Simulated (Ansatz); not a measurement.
# ZrC2: the cost of one run

Program: Ansatz 0.2.0. Level of theory: DFT PBE, scalar-relativistic, plane waves, PAW. These are calculated values, not measurements.

### Step 1. The starting structure

The structure is trigonal, space group R-3m (No. 166). Conventional cell: a = 3.557 Å, b = 3.557 Å, c = 10.611 Å, α = 90.00°, β = 90.00°, γ = 120.00°. Zr (site symmetry -3m) is surrounded by 8 C at 2.27 to 2.41 Å. Around C (site symmetry 3m) lie 4 Zr at 2.27 to 2.41 Å and 3 C at 2.29 Å.

As a file:

```
CELL_PARAMETERS angstrom
1.77851 1.02682 3.53710
-1.77851 1.02682 3.53710
0.00000 -2.05365 3.53710
ATOMIC_POSITIONS crystal
Zr 0.00000 0.00000 0.00000
C 0.21410 0.21410 0.21410
C 0.78590 0.78590 0.78590
```

The cell is invented: random cell by space group and Wyckoff sites (R-3m, No. 166). Lengths come from tabulated atomic sizes and are only a guess.

### Step 2. The guess as it stands, on a coarse mesh

The input, input.yaml:

```yaml
crystal:
  lattice:
    - [1.77850885, 1.02682256, 3.53709856]
    - [-1.77850885, 1.02682256, 3.53709856]
    - [0.0, -2.05364513, 3.53709856]
  atoms:
    - { symbol: Zr, position: [0.0, 0.0, 0.0] }
    - { symbol: C, position: [0.21410363, 0.21410363, 0.21410363] }
    - { symbol: C, position: [0.78589637, 0.78589637, 0.78589637] }
basis:
  ecutwfc: 420
kpoints:
  mp_grid: { grid: [6, 6, 6] }
hamiltonian:
  xc: pbe
scf:
  occupations: { method: gaussian, width: 0.1 }
  lower_state_search: "off"
output:
  forces: true
  stress: true
  eigenvalues: true
```

Command:

```console
ansatz run input.yaml --threads 1 --pin off --max-ram 2048MiB --backend cpu --events-out ev --progress --plain --runs-dir out
```

Q: Estimate wall time and peak memory on 1 thread of Arm Neoverse V1, shared host.

About 1.2 s, with a peak of 0.3 GiB.
